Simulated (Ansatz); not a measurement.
# C₂H₈O₂Si: up Jacob's ladder to CCSD(T)

Aim: compute C₂H₈O₂Si with functionals from several rungs and with coupled cluster. The yardstick is the atomisation energy at the CCSD(T) limit.

Method: functionals in def2-TZVPP, the program's frozen cores in correlated methods; program: Ansatz 0.2.0, Gaussian basis.

The runs, in order: LDA (SPW92), PBE-D4, revPBE-D4, BLYP-D4, r2SCAN-D4, B97M-V, PBE0-D4, B3LYP-D4, r2SCANh-D4, r2SCAN0-D4, HSE06-D4, BHLYP-D4, CAM-B3LYP-D4, LC-ωPBE, ωB97X-V, ωB97M-V, B2PLYP, PBE-QIDH; CCSD(T)/def2-SVP; CCSD(T)/def2-TZVPP; MP2/def2-QZVPP; extrapolation to the limit; RPA on PBE.

### Step 1. The relaxed structure

All runs share one geometry, relaxed beforehand with PBE0-D4 in a triple-zeta def2 set.

SMILES `CC(O)[SiH2]O`, 13 atoms, charge 0, spin multiplicity 1.

Atoms are counted from 1 here; the program's logs count them from 0.

Bond lengths: C1–C2 1.513 Å, C1–H6 1.093 Å, C1–H7 1.092 Å, C1–H8 1.093 Å, C2–O3 1.442 Å, C2–Si4 1.892 Å, C2–H9 1.099 Å, O3–H10 0.961 Å, Si4–O5 1.647 Å, Si4–H11 1.485 Å, Si4–H12 1.495 Å, O5–H13 0.961 Å. Angles: C2–C1–H6 110.5°, C2–C1–H7 110.5°, C2–C1–H8 111.1°, H6–C1–H7 108.6°, H6–C1–H8 108.1°, H7–C1–H8 108.0°, C1–C2–O3 107.1°, C1–C2–Si4 113.5°, C1–C2–H9 108.9°, O3–C2–Si4 105.8°, O3–C2–H9 109.8°, Si4–C2–H9 111.5°, C2–O3–H10 108.4°, C2–Si4–O5 108.6°, C2–Si4–H11 114.0°, C2–Si4–H12 106.7°, O5–Si4–H11 106.7°, O5–Si4–H12 111.3° and more.

### Step 2. LDA

This LDA is Slater exchange with PW92 correlation.

The input, in.yaml:

```yaml
crystal:
  periodic: [false, false, false]
  atoms:
    - {symbol: C, position_ang: [-0.989372, 0.568374, 1.101212]}
    - {symbol: C, position_ang: [0.243315, -0.182011, 0.647961]}
    - {symbol: O, position_ang: [1.327269, 0.767951, 0.605306]}
    - {symbol: Si, position_ang: [0.099538, -0.880692, -1.104401]}
    - {symbol: O, position_ang: [-0.122478, 0.371040, -2.152051]}
    - {symbol: H, position_ang: [-0.814806, 1.038937, 2.072049]}
    - {symbol: H, position_ang: [-1.839127, -0.112128, 1.192453]}
    - {symbol: H, position_ang: [-1.257591, 1.350747, 0.387332]}
    - {symbol: H, position_ang: [0.468120, -0.971901, 1.378559]}
    - {symbol: H, position_ang: [2.153917, 0.282786, 0.534937]}
    - {symbol: H, position_ang: [-1.046978, -1.804901, -1.294380]}
    - {symbol: H, position_ang: [1.376762, -1.603936, -1.385818]}
    - {symbol: H, position_ang: [0.421831, 1.140935, -1.968262]}
basis:
  gaussian: {orbitals: def2-TZVPP}
hamiltonian: {xc: lda}
output: {orbitals: {seedname: orbitals}}
```

Started as:

```
$ ansatz run in.yaml --threads 4 --pin off --events-out ev --progress --plain --max-ram 10444MiB
```

The runs that follow: PBE-D4 (GGA); revPBE-D4 (GGA); BLYP-D4 (GGA); r2SCAN-D4 (meta-GGA); B97M-V (meta-GGA); B3LYP-D4 (hybrid); r2SCANh-D4 (hybrid); r2SCAN0-D4 (hybrid); HSE06-D4 (hybrid); BHLYP-D4 (hybrid); CAM-B3LYP-D4 (range-separated); LC-ωPBE (range-separated); ωB97X-V (range-separated); ωB97M-V (range-separated); B2PLYP (double hybrid); PBE-QIDH (double hybrid); CCSD(T) in def2-SVP; CCSD(T) in def2-TZVPP; MP2 in def2-QZVPP; RPA on PBE orbitals.

Q: Predict the results of all the runs planned. Wanted: atomisation energy, CCSD(T)/CBS; farthest beyond LDA; mean size of error, GGA; mean size of error, meta-GGA; mean size of error, hybrid; mean size of error, range-separated; mean size of error, double hybrid; gap, smallest and largest; T1 diagnostic.

**Answer**, as computed:

```
                               quantity                                                        value
        atomisation energy, CCSD(T)/CBS                                                    50.203 eV
    functionals within 0.251 eV (0.5 %)  r2SCAN-D4, B97M-V, B3LYP-D4, CAM-B3LYP-D4, ωB97X-V, ωB97M-V
                    farthest beyond LDA                                         BHLYP-D4 (-1.669 eV)
                mean size of error, GGA                                                     0.511 eV
           mean size of error, meta-GGA                                                     0.156 eV
             mean size of error, hybrid                                                     0.649 eV
    mean size of error, range-separated                                                     0.129 eV
      mean size of error, double hybrid                                                     0.675 eV
              gap, smallest and largest                    5.23 eV (LDA (SPW92)), 12.57 eV (LC-ωPBE)
                          T1 diagnostic                                                       0.0110
triples share of the correlation energy                                                        3.5 %
```

**Reading.** The LDA atomisation energy is off by 6.944 eV (14 %): it overbinds. PBE-D4 is off by +0.503 eV. Double hybrids carry the basis error of their MP2 part in triple zeta, and no dispersion term here, so their miss is partly the set-up's. The rungs range-separated, meta-GGA miss on average by less than the doubt on the reference (0.251 eV), so they tie. Misses under about 0.251 eV are within the doubt on the reference itself, which lacks core-valence correlation, relativity and higher excitations. Hartree-Fock recovers 72 % of the binding; the rest is correlation. CCSD(T) in def2-SVP is off by -3.083 eV, more than most functionals: a good method in a small basis is no reference. The gap grows from 5.2 to 12.6 eV across the functionals, mostly with the share of exact exchange.
